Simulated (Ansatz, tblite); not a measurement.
# SiH(vinyl)3 (C6H10Si): charged states by level of theory

What does removing or adding an electron cost or gain for SiH(vinyl)3 (C6H10Si)? Each charged state is run at several levels.

Method: as each input shows; program: Ansatz 0.2.0, Gaussian basis.

Plan: charge +1 doublet, at the geometry of the singlet (PBE0-D4/def2-TZVP, PBE-D4/def2-TZVP, PBE-QIDH/def2-TZVP, CCSD(T)/def2-SVP); charge -1 doublet, at the geometry of the singlet (PBE-D4/def2-TZVPD, PBE-QIDH/def2-TZVPD); the starting singlet's energies come from earlier runs.

3 further runs of the same task are left out: 1 that didn't finish, 2 set aside as unsound or not needed.

### 1 The geometry

The singlet was relaxed beforehand with B3LYP-D4/def2-SVP.

17 atoms, charge 0, spin multiplicity 1.

Atoms are counted from 1 here; the program's logs count them from 0.

Bond lengths: Si1–H2 1.494 Å, Si1–C3 1.877 Å, Si1–C8 1.877 Å, Si1–C13 1.877 Å, C3–C4 1.340 Å, C3–H5 1.100 Å, C4–H6 1.096 Å, C4–H7 1.096 Å, C8–C9 1.340 Å, C8–H10 1.100 Å, C9–H11 1.096 Å, C9–H12 1.096 Å, C13–C14 1.340 Å, C13–H15 1.100 Å, C14–H16 1.096 Å, C14–H17 1.096 Å. Angles: H2–Si1–C3 109.1°, H2–Si1–C8 109.1°, H2–Si1–C13 109.1°, C3–Si1–C8 109.9°, C3–Si1–C13 109.8°, C8–Si1–C13 109.8°, Si1–C3–C4 123.9°, Si1–C3–H5 118.3°, C4–C3–H5 117.7°, C3–C4–H6 121.8°, C3–C4–H7 122.3°, H6–C4–H7 115.9°, Si1–C8–C9 124.0°, Si1–C8–H10 118.3°, C9–C8–H10 117.7°, C8–C9–H11 121.8°, C8–C9–H12 122.3°, H11–C9–H12 115.9° and more.

### 2 Charge +1 doublet at the fixed geometry, PBE0-D4/def2-TZVP

File in.yaml:

```yaml
crystal:
  periodic: [false, false, false]
  atoms:
    - {symbol: Si, position_ang: [0.000465, 0.002108, 0.094443]}
    - {symbol: H, position_ang: [0.019113, 0.006971, 1.587899]}
    - {symbol: C, position_ang: [1.743097, -0.287380, -0.539844]}
    - {symbol: C, position_ang: [2.805556, -0.480815, 0.253645]}
    - {symbol: H, position_ang: [1.907328, -0.300499, -1.627124]}
    - {symbol: H, position_ang: [2.717999, -0.480858, 1.346597]}
    - {symbol: H, position_ang: [3.812903, -0.648679, -0.145336]}
    - {symbol: C, position_ang: [-0.633905, 1.659147, -0.517578]}
    - {symbol: C, position_ang: [-0.984980, 2.670487, 0.288519]}
    - {symbol: H, position_ang: [-0.724916, 1.814453, -1.602462]}
    - {symbol: H, position_ang: [-0.921113, 2.588290, 1.380017]}
    - {symbol: H, position_ang: [-1.352400, 3.628408, -0.098148]}
    - {symbol: C, position_ang: [-1.130821, -1.372281, -0.500597]}
    - {symbol: C, position_ang: [-1.807869, -2.190669, 0.316542]}
    - {symbol: H, position_ang: [-1.248468, -1.518998, -1.584090]}
    - {symbol: H, position_ang: [-1.739512, -2.104092, 1.407426]}
    - {symbol: H, position_ang: [-2.462489, -2.985565, -0.059911]}
basis:
  gaussian: {orbitals: def2-TZVP}
total_charge: 1
magnetization: {spin_polarized: true, initial_magnetization: 1}
hamiltonian: {xc: pbe0, dispersion: d4}
scf: {omitted_lower_state_checks: [starts]}
output: {orbitals: {seedname: orbitals}}
```

On the command line:

```console
> ansatz run in.yaml --threads 4 --pin off --events-out ev --progress --plain --max-ram 4787MiB
```

What it wrote:

```text
Functional definition: PBE0
  name "PBE0"
  cite "Adamo & Barone, J. Chem. Phys. 110, 6158 (1999) doi:10.1063/1.478522"
  cite "Perdew, Burke & Ernzerhof, Phys. Rev. Lett. 77, 3865 (1996) doi:10.1103/PhysRevLett.77.3865"
  parent pbe
  parameter a = 0.25
  parameter kappa = 0.804
  parameter beta = 0.06672455060314922
  exchange = (1 - a)*pbe_x(kappa = kappa, mu = beta*pi^2/3) + a*exact_x
  correlation = pbe_c(beta = beta)
these checks for a lower state are left out or cut short: starts
1788 factors; their error is unknown
mean field evaluation 1: about -14221.8357 eV, gradient 6.3e1 eV
mean field evaluation 2: about -14214.2483 eV, gradient 7.3e1 eV
mean field evaluation 4: about -14242.8125 eV, gradient 5.1e0 eV
mean field evaluation 8: about -14242.9525 eV, gradient 1.4e-1 eV
mean field evaluation 16: about -14242.9617 eV, gradient 4.0e-3 eV
mean field evaluation 32: about -14242.9617 eV, gradient 4.7e-5 eV
mean field -14242.96167268 eV, -523.4191872450 hartree, gradient 1.0e-5 eV, S^2 0.760274; 0 other end points of the search recorded, 0 dependent functions left out
reference -14242.96171232 eV, -523.4191887016 hartree; 30, 29 occupied and 253, 254 virtual orbitals, 1788 factors
Total energy: -14243.27555936 eV, -523.4307223677 hartree
Checks for a lower state left out: starts
```

Run time: 46 s. Hardware: 4 threads of Intel Xeon at 2.50GHz, shared host; peak memory 1.2 GiB.

From the report: HOMO -12.13 eV, LUMO -10.86 eV (over both spins); ⟨S²⟩ 0.760 (pure: 0.75).

### 3 Charge +1 doublet at the fixed geometry, PBE-D4/def2-TZVP

start.molden holds the orbitals of an earlier run on this state, given as this run's starting guess.

in.yaml: that of step 2 with these lines changed.

```diff
@@ -21,6 +21,6 @@
 basis:
-  gaussian: {orbitals: def2-TZVP}
+  gaussian: {orbitals: def2-TZVP, initial_orbitals: start.molden}
 total_charge: 1
 magnetization: {spin_polarized: true, initial_magnetization: 1}
-hamiltonian: {xc: pbe0, dispersion: d4}
+hamiltonian: {xc: pbe, dispersion: d4}
 scf: {omitted_lower_state_checks: [starts]}
```

The command is unchanged.

What it wrote:

```text
Functional definition: PBE
  name "PBE"
  cite "Perdew, Burke & Ernzerhof, Phys. Rev. Lett. 77, 3865 (1996) doi:10.1103/PhysRevLett.77.3865"
  parent pbe
  parameter kappa = 0.804
  parameter beta = 0.06672455060314922
  exchange = pbe_x(kappa = kappa, mu = beta*pi^2/3)
  correlation = pbe_c(beta = beta)
these checks for a lower state are left out or cut short: starts
1772 factors; their error is unknown
mean field evaluation 1: about -14241.6119 eV, gradient 7.9e0 eV
mean field evaluation 2: about -14241.7555 eV, gradient 1.8e-1 eV
mean field evaluation 4: about -14241.6888 eV, gradient 3.0e-3 eV
mean field evaluation 8: about -14241.6888 eV, gradient 8.9e-5 eV
mean field -14241.68883179 eV, -523.3724112049 hartree, gradient 2.3e-5 eV, S^2 0.752510; 0 other end points of the search recorded, 0 dependent functions left out
reference -14241.68888418 eV, -523.3724131302 hartree; 30, 29 occupied and 253, 254 virtual orbitals, 1772 factors
Total energy: -14242.05519021 eV, -523.3858746286 hartree
Checks for a lower state left out: starts
```

It took 23 s on 4 threads of Intel Xeon at 2.50GHz, shared host.

HOMO -11.42 eV, LUMO -11.29 eV (over both spins); ⟨S²⟩ 0.753 (pure: 0.75).

### 4 Charge +1 doublet at the fixed geometry, PBE-QIDH/def2-TZVP

in.yaml: that of step 3 with these lines changed.

```diff
@@ -24,4 +24,3 @@
 magnetization: {spin_polarized: true, initial_magnetization: 1}
-hamiltonian: {xc: pbe, dispersion: d4}
+hamiltonian: {xc: {name: PBE-QIDH}}
 scf: {omitted_lower_state_checks: [starts]}
-output: {orbitals: {seedname: orbitals}}
```

Launched as before.

What it wrote, cut to the lines that bear on the results:

```text
Functional definition: PBE-QIDH
  name "PBE-QIDH"
  cite "Brémond, Sancho-García, Pérez-Jiménez & Adamo, J. Chem. Phys. 141, 031101 (2014) doi:10.1063/1.4890314"
  cite "Perdew, Burke & Ernzerhof, Phys. Rev. Lett. 77, 3865 (1996) doi:10.1103/PhysRevLett.77.3865"
[...]
1896 factors; integrals over basis functions are off by at most 1.4e-3 eV
[...]
mean field -14228.39406339 eV, -522.8838374777 hartree, gradient 2.7e-6 eV, S^2 0.757083; 0 other end points of the search recorded, 0 dependent functions left out
11 core orbitals not correlated: weight in the atoms' cores, before any rotation towards them, 1.000 or more for the frozen orbitals, at most 0.000 for the correlated occupied ones
reference -14228.39407976 eV, -522.8838380792 hartree; 19, 18 occupied and 253, 254 virtual orbitals, 1896 factors
second order -31.00981601 eV of doubles, -0.00000000 eV of singles
Total energy: -14238.73068509 eV, -523.2637013189 hartree
Checks for a lower state left out: starts
```

Run time: 66 s. Hardware: 4 threads of Intel Xeon at 2.50GHz, shared host; peak memory 1.1 GiB.

From the report: ⟨S²⟩ 0.757 (pure: 0.75).

### 5 Charge +1 doublet at the fixed geometry, CCSD(T)/def2-SVP

in.yaml: that of step 4 with these lines changed.

```diff
@@ -21,6 +21,7 @@
 basis:
-  gaussian: {orbitals: def2-TZVP, initial_orbitals: start.molden}
+  gaussian: {orbitals: def2-SVP, initial_orbitals: start.molden}
 total_charge: 1
 magnetization: {spin_polarized: true, initial_magnetization: 1}
-hamiltonian: {xc: {name: PBE-QIDH}}
-scf: {omitted_lower_state_checks: [starts]}
+correlation: {method: ccsd_t}
+scf: {omitted_lower_state_checks: [starts, cluster_reference]}
+output: {orbitals: {seedname: orbitals}}
```

Launched as before.

What it wrote, cut to the lines that bear on the results:

```text
Functional definition: HF
  name "HF"
  cite "Fock, Z. Phys. 61, 126 (1930) doi:10.1007/BF01340294"
  parent pbe
[...]
1561 factors; integrals over basis functions are off by at most 1.5e-3 eV
[...]
mean field -14186.15339174 eV, -521.3315214263 hartree, gradient 1.7e-6 eV, S^2 0.776368; 0 other end points of the search recorded, 0 dependent functions left out
11 core orbitals not correlated: weight in the atoms' cores, before any rotation towards them, 1.000 or more for the frozen orbitals, at most 0.000 for the correlated occupied ones
reference -14186.15339174 eV, -521.3315214263 hartree; 19, 18 occupied and 122, 123 virtual orbitals, 1561 factors
second order -22.72653928 eV of doubles, -0.00000000 eV of singles
cycle   1  -24.21741833 eV  change    -1.5e0 eV  update   1.3e-1
[...]
cycle  20  -25.21688114 eV  change   -9.9e-6 eV  update   3.0e-5
perturbative correction -0.95184487 eV, -0.0349796537 hartree
Total energy: -14212.32211775 eV, -522.2932043692 hartree
Checks for a lower state left out: starts, cluster_reference
```

It took 4.6 min on 4 threads of Intel Xeon at 2.50GHz, shared host; peak memory 3.4 GiB.

From the report: Hartree-Fock HOMO -13.76 eV, LUMO -7.01 eV (over both spins); ⟨S²⟩ 0.776 (pure: 0.75); T1 0.032.

### 6 Vertical ionisation energy

Charged state less starting state, singlet to doublet; the starting state's energies are those of its earlier runs.

Differences are taken before rounding.

| method | vertical ionisation energy (eV) | from CCSD(T)/def2-SVP (eV) | time |
| --- | --- | --- | --- |
| HF/def2-SVP | 8.50 | -1.26 |  |
| PBE-D4/def2-TZVP | 8.94 | -0.83 | 31 s |
| PBE0-D4/def2-TZVP | 9.26 | -0.50 | 57 s |
| PBE-QIDH/def2-TZVP | 9.83 | +0.07 | 2 min |
| MP2/def2-SVP | 9.98 | +0.21 |  |
| CCSD/def2-SVP | 9.71 | -0.05 |  |
| CCSD(T)/def2-SVP | 9.76 | 0 | 5.6 min |

Times add the two runs; a level without a time comes out of a correlated run. The closed-shell reference under CCSD(T)/def2-SVP is unstable towards broken spin symmetry, which adds to the doubt on it.

Beside −ε(HOMO) of the starting state:

| level | −ε(HOMO) (eV) | by difference (eV) | mismatch (eV) |
| --- | --- | --- | --- |
| PBE-D4/def2-TZVP | 6.52 | 8.94 | -2.42 |
| PBE0-D4/def2-TZVP | 7.59 | 9.26 | -1.66 |

### 7 Charge -1 doublet at the fixed geometry, PBE-D4/def2-TZVPD

in.yaml: that of step 5 with these lines changed.

```diff
@@ -21,7 +21,7 @@
 basis:
-  gaussian: {orbitals: def2-SVP, initial_orbitals: start.molden}
-total_charge: 1
+  gaussian: {orbitals: def2-TZVPD}
+total_charge: -1
 magnetization: {spin_polarized: true, initial_magnetization: 1}
-correlation: {method: ccsd_t}
-scf: {omitted_lower_state_checks: [starts, cluster_reference]}
+hamiltonian: {xc: pbe, dispersion: d4}
+scf: {omitted_lower_state_checks: [starts]}
 output: {orbitals: {seedname: orbitals}}
```

The command is unchanged.

What it wrote:

```text
Functional definition: PBE
  name "PBE"
  cite "Perdew, Burke & Ernzerhof, Phys. Rev. Lett. 77, 3865 (1996) doi:10.1103/PhysRevLett.77.3865"
  parent pbe
  parameter kappa = 0.804
  parameter beta = 0.06672455060314922
  exchange = pbe_x(kappa = kappa, mu = beta*pi^2/3)
  correlation = pbe_c(beta = beta)
these checks for a lower state are left out or cut short: starts
1829 factors; their error is unknown
mean field evaluation 1: about -14229.4402 eV, gradient 6.4e1 eV
mean field evaluation 2: about -14140.4541 eV, gradient 1.2e2 eV
mean field evaluation 4: about -14245.5829 eV, gradient 2.8e1 eV
mean field evaluation 8: about -14249.5348 eV, gradient 8.2e0 eV
mean field evaluation 16: about -14250.0659 eV, gradient 1.3e-4 eV
mean field -14250.06589351 eV, -523.6802625448 hartree, gradient 2.0e-5 eV, S^2 0.752054; 0 other end points of the search recorded, 0 dependent functions left out
reference -14250.06597375 eV, -523.6802654936 hartree; 31, 30 occupied and 324, 325 virtual orbitals, 1829 factors
Total energy: -14250.51362585 eV, -523.6967164050 hartree
Checks for a lower state left out: starts
```

Wall time 40 s (4 threads of Intel Xeon at 2.50GHz, shared host); peak memory 0.72 GiB.

HOMO 2.70 eV, LUMO 2.52 eV (over both spins; with the spin held, an empty level of the minority spin lies below the top filled one); ⟨S²⟩ 0.752 (pure: 0.75). Doubts: highest occupied level lies above zero.

### 8 Charge -1 doublet at the fixed geometry, PBE-QIDH/def2-TZVPD

in.yaml: that of step 7 with these lines changed.

```diff
@@ -21,7 +21,6 @@
 basis:
-  gaussian: {orbitals: def2-TZVPD}
+  gaussian: {orbitals: def2-TZVPD, initial_orbitals: start.molden}
 total_charge: -1
 magnetization: {spin_polarized: true, initial_magnetization: 1}
-hamiltonian: {xc: pbe, dispersion: d4}
+hamiltonian: {xc: {name: PBE-QIDH}}
 scf: {omitted_lower_state_checks: [starts]}
-output: {orbitals: {seedname: orbitals}}
```

The command is unchanged.

What it wrote, cut to the lines that bear on the results:

```text
Functional definition: PBE-QIDH
  name "PBE-QIDH"
  cite "Brémond, Sancho-García, Pérez-Jiménez & Adamo, J. Chem. Phys. 141, 031101 (2014) doi:10.1063/1.4890314"
  cite "Perdew, Burke & Ernzerhof, Phys. Rev. Lett. 77, 3865 (1996) doi:10.1103/PhysRevLett.77.3865"
[...]
2410 factors; integrals over basis functions are off by at most 1.0e-3 eV
[...]
mean field -14236.18264588 eV, -523.1700626051 hartree, gradient 6.4e-6 eV, S^2 0.775924; 0 other end points of the search recorded, 0 dependent functions left out
11 core orbitals not correlated: weight in the atoms' cores, before any rotation towards them, 1.000 or more for the frozen orbitals, at most 0.000 for the correlated occupied ones
reference -14236.18266979 eV, -523.1700634836 hartree; 20, 19 occupied and 324, 325 virtual orbitals, 2410 factors
second order -34.05098708 eV of doubles, -0.00000000 eV of singles
Total energy: -14247.53299882 eV, -523.5871803818 hartree
Checks for a lower state left out: starts
```

Wall time 3 min (4 threads of Intel Xeon at 2.50GHz, shared host); peak memory 2.2 GiB.

⟨S²⟩ 0.776 (pure: 0.75).

### 9 Vertical electron affinity

Starting state less charged state (positive: the electron is bound), singlet to doublet; the starting state's energies are those of its earlier runs.

| level | vertical electron affinity (eV) | time |
| --- | --- | --- |
| PBE-D4/def2-TZVPD | -0.52 | 53 s |
| PBE-QIDH/def2-TZVPD | -1.11 | 3.7 min |

Times add the two runs; a level without a time comes out of a correlated run.

Beside −ε(LUMO) of the starting state:

| level | −ε(LUMO) (eV) | by difference (eV) | mismatch (eV) |
| --- | --- | --- | --- |
| PBE-D4/def2-TZVPD | 1.66 | -0.52 | +2.17 |
| PBE-QIDH/def2-TZVPD | -1.29 | -1.11 | -0.18 |

### 10 Results

| quantity | value |
| --- | --- |
| vertical ionisation energy, functionals in def2-TZVP | 8.94 (PBE-D4) to 9.83 eV (PBE-QIDH) |
| vertical ionisation energy, CCSD(T)/def2-SVP | 9.76 eV |
| vertical electron affinity, functionals in def2-TZVPD | -1.11 (PBE-QIDH) to -0.52 eV (PBE-D4) |

In words: The vertical ionisation energy spans 8.94 to 9.83 eV over the functionals, beside 9.76 eV from CCSD(T)/def2-SVP. −ε(HOMO) misses the level's own difference by -1.66 eV at best (PBE0-D4) and -2.42 eV at worst (PBE-D4). The yardstick is in a double-zeta basis, so levels in larger sets aren't compared like for like. The reference is CCSD(T) in one finite basis, so it carries an error of its own, often a tenth of an eV or more, and near misses can't be ranked. The vertical electron affinity spans -1.11 to -0.52 eV over the functionals. A negative affinity means an unbound electron, held by the basis alone. −ε(LUMO) misses the level's own difference by -0.18 eV at best (PBE-QIDH) and +2.17 eV at worst (PBE-D4).
